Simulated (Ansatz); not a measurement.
# Cu: the cost of one run

Method: DFT PBEsol, scalar-relativistic, plane waves, PAW, in Ansatz 0.2.0.

3 further runs of the same task are left out: 3 set aside as unsound or not needed.

## (1) Starting point

Symmetry: P6_3/mmc, No. 194, hexagonal system. The conventional cell has a = 2.520 Å, b = 2.520 Å, c = 8.235 Å, α = 90.00°, β = 90.00°, γ = 120.00°. Around Cu (site symmetry -3m) lie 12 Cu at 2.52 Å. Cu (site symmetry -6m2) has 12 Cu at 2.52 Å in its first shell of neighbours.

Coordinates:

```cif
data_structure
_symmetry_space_group_name_H-M 'P6_3/mmc'
_symmetry_Int_Tables_number 194
_cell_length_a 2.5198
_cell_length_b 2.5198
_cell_length_c 8.2353
_cell_angle_alpha 90.000
_cell_angle_beta 90.000
_cell_angle_gamma 120.000
_cell_volume 45.28
loop_
_atom_site_label
_atom_site_type_symbol
_atom_site_symmetry_multiplicity
_atom_site_Wyckoff_symbol
_atom_site_fract_x
_atom_site_fract_y
_atom_site_fract_z
_atom_site_occupancy
Cu1 Cu 2 a 0.00000 0.00000 0.50000 1
Cu2 Cu 2 d 0.33333 0.66667 0.75000 1
```

It goes back to an entry of the Materials Project, which need not be the stable form.

It is built from the cell relaxed beforehand with the same method (11.32 Å³/atom).

## (2) The reference: the undisturbed cell on the scan's mesh

input.yaml

```yaml
crystal:
  lattice:
    - [-2.5197984287, 0.0, 0.0]
    - [-1.2598992143, -2.1822094516, 0.0]
    - [0.0, 0.0, 16.4705095501]
  atoms:
    - { symbol: Cu, position: [0.0, 1.0, 0.5] }
    - { symbol: Cu, position: [0.0, 1.0, 0.0] }
    - { symbol: Cu, position: [0.3333333333, 0.3333333333, 0.125] }
    - { symbol: Cu, position: [0.3333333333, 0.3333333333, 0.625] }
    - { symbol: Cu, position: [0.0, 1.0, 0.25] }
    - { symbol: Cu, position: [0.0, 1.0, 0.75] }
    - { symbol: Cu, position: [0.6666666667, 0.6666666667, 0.375] }
    - { symbol: Cu, position: [0.6666666667, 0.6666666667, 0.875] }
basis:
  ecutwfc: 420
kpoints:
  mp_grid: { grid: [21, 21, 3] }
hamiltonian:
  xc: pbesol
scf:
  occupations: { method: gaussian, width: 0.15 }
output:
  forces: true
  stress: true
  eigenvalues: true
```

The run is started by

```
$ ansatz run input.yaml --threads 2 --pin off --max-ram 5120MiB --backend cpu --events-out ev --progress --plain --runs-dir out
```

What time and memory should one allow on 2 threads of Arm Neoverse V2, shared host?

About 16 s, with a peak of 0.8 GiB.
